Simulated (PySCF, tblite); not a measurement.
# C₈H₈OP₂: geometry, infrared bands and NMR shifts

Wanted: the infrared bands and NMR shifts of C₈H₈OP₂ (`O=[P@]1(P)C=Cc2ccccc21`), by calculation.

The runs use tblite 0.8.0 and PySCF 2.14.0, with density-fitted response routines of our own; the level of theory stands in each step. All values are computed, except where a source is named. Atoms count from 0, in the outputs and in this text.

### Step 1. Starting geometry

19 atoms, charge 0, multiplicity 1; geometry from: force field or distance geometry start.

Bonds of the start (Å): O0–P1 1.50, P1–P2 2.13, P1–C3 1.79, C3–C4 1.29, C4–C5 1.43, C5–C6 1.41, C6–C7 1.37, C7–C8 1.38, C8–C9 1.38, C9–C10 1.36, C10–P1 1.80, C10–C5 1.37, P2–H11 1.45, P2–H12 1.43, C3–H13 1.09, C4–H14 1.11, C6–H15 1.05, C7–H16 1.10, C8–H17 1.08, C9–H18 1.08.

### Step 2. Optimising the geometry with GFN2-xTB

The job: settings as JSON, then the geometry in Å.

```
{"job": {"kind": "relax", "xc": "GFN2-xTB", "basis": "xTB"}, "charge": 0, "multiplicity": 1}
O      0.519900     1.764700     2.172700
P      0.496500     0.372100     1.613800
P     -0.281300    -1.027300     3.020800
C      2.083100    -0.094600     0.926700
C      1.932400    -0.253800    -0.349600
C      0.632000    -0.024500    -0.887500
C      0.198100    -0.109000    -2.223400
C     -1.109100     0.157800    -2.512300
C     -2.057700     0.506200    -1.578700
C     -1.640700     0.595600    -0.269100
C     -0.336400     0.331000     0.014400
H     -0.614800    -0.455300     4.310600
H      0.416400    -2.276500     3.118700
H      2.990100    -0.231600     1.509800
H      2.799900    -0.537400    -0.983300
H      0.845700    -0.378700    -3.010400
H     -1.437200     0.081500    -3.564100
H     -3.093800     0.712400    -1.809600
H     -2.352600     0.876600     0.493100
```

Run with:

```console
$ OMP_NUM_THREADS=1 python probes_run.py task.json out
```

This one command runs all jobs of the session in turn.

**Question.** This job is followed by: GFN2-xTB harmonic vibrations, gas phase; GIAO PBE0/pcSseg-1 NMR shielding, non-relativistic, gas phase. What will the session give for the following? strongest single infrared mode (GFN2-xTB); zero-point energy (GFN2-xTB); ¹³C shifts against TMS (PBE0/pcSseg-1); ¹H shifts against TMS (PBE0/pcSseg-1, means over atoms taken as alike); ¹⁷O shifts against H2O (PBE0/pcSseg-1); ³¹P shifts against H3PO4 (PBE0/pcSseg-1).

As calculated:

| quantity | value |
| --- | --- |
| strongest single infrared mode (GFN2-xTB) | 1252 cm⁻¹, 232 km/mol |
| zero-point energy (GFN2-xTB) | 82.9 kcal/mol |
| ¹³C shifts against TMS (PBE0/pcSseg-1) | 145.5, 145.0, 143.3, 141.8, 137.8, 135.0, 134.8, 130.1 ppm |
| ¹H shifts against TMS (PBE0/pcSseg-1, means over atoms taken as alike) | 8.12, 7.68, 7.66, 7.47, 7.15, 6.67, 2.54 ppm |
| ¹⁷O shifts against H2O (PBE0/pcSseg-1) | 102.9 ppm |
| ³¹P shifts against H3PO4 (PBE0/pcSseg-1) | 25.3, -212.9 ppm |

Relaxing lowered the energy by 1.453 eV in 110 steps; the close pair that moved most is P2–H11, from 1.450 to 1.393 Å. All 51 modes are real, so the xTB geometry is a minimum. The strongest single mode, at 1252 cm⁻¹, moves mainly O0 and P1. Unscaled tight-binding wavenumbers are off by several per cent, some by more. Its intensities can rank the bands wrongly. At PBE0/pcSseg-1: The widest tensor belongs to O0: span 300 ppm, with a paramagnetic part of -154 ppm. NICS(1)zz of -25 ppm above the planar ring from C5 marks a diatropic (aromatic) ring current.
